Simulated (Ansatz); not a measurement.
# C3H8OSi: the cost of one run

The runs use Ansatz 0.2.0, Gaussian basis; the settings change from run to run.

## 1. The relaxed structure

An earlier PBE0-D4 in a triple-zeta def2 set relaxation fixed the geometry.

SMILES `C1CO[SiH2]C1`, 13 atoms, charge 0, spin multiplicity 1.

Atoms are counted from 1 here; the program's logs count them from 0.

Bond lengths: C1–C2 1.527 Å, C1–C5 1.537 Å, C1–H6 1.094 Å, C1–H7 1.095 Å, C2–O3 1.422 Å, C2–H8 1.098 Å, C2–H9 1.093 Å, O3–Si4 1.659 Å, Si4–C5 1.879 Å, Si4–H10 1.488 Å, Si4–H11 1.487 Å, C5–H12 1.094 Å, C5–H13 1.090 Å. Angles: C2–C1–C5 107.7°, C2–C1–H6 110.9°, C2–C1–H7 108.7°, C5–C1–H6 112.7°, C5–C1–H7 109.5°, H6–C1–H7 107.4°, C1–C2–O3 108.9°, C1–C2–H8 110.5°, C1–C2–H9 111.8°, O3–C2–H8 109.3°, O3–C2–H9 108.3°, H8–C2–H9 107.9°, C2–O3–Si4 111.9°, O3–Si4–C5 96.7°, O3–Si4–H10 111.5°, O3–Si4–H11 110.4°, C5–Si4–H10 114.6°, C5–Si4–H11 115.1° and more.

## 2. r2SCANh/aug-pcseg-2

File in.yaml:

```yaml
crystal:
  periodic: [false, false, false]
  atoms:
    - {symbol: C, position_ang: [-0.915006, 0.333414, 0.568606]}
    - {symbol: C, position_ang: [-0.001635, -0.713472, 1.201553]}
    - {symbol: O, position_ang: [0.706197, -1.390499, 0.170424]}
    - {symbol: Si, position_ang: [0.884924, -0.445405, -1.181654]}
    - {symbol: C, position_ang: [-0.132970, 1.010196, -0.567980]}
    - {symbol: H, position_ang: [-1.269293, 1.045923, 1.318683]}
    - {symbol: H, position_ang: [-1.794628, -0.170720, 0.156100]}
    - {symbol: H, position_ang: [0.716458, -0.237172, 1.882308]}
    - {symbol: H, position_ang: [-0.566676, -1.453431, 1.773786]}
    - {symbol: H, position_ang: [2.315908, -0.132966, -1.442391]}
    - {symbol: H, position_ang: [0.334261, -1.141021, -2.375591]}
    - {symbol: H, position_ang: [0.528810, 1.790009, -0.178938]}
    - {symbol: H, position_ang: [-0.785849, 1.470646, -1.310106]}
basis:
  gaussian: {orbitals: aug-pcseg-2}
hamiltonian: {xc: {name: r2SCANh}}
output: {forces: true}
```

Started as:

```console
$ ansatz run in.yaml --threads 4 --pin off --events-out ev --progress --plain --max-ram 10444MiB
```

**Question.** How long does this run take on 4 threads of Arm Neoverse V1, shared host, and how much memory does it need?

About 20 s, with a peak of 2 GiB.
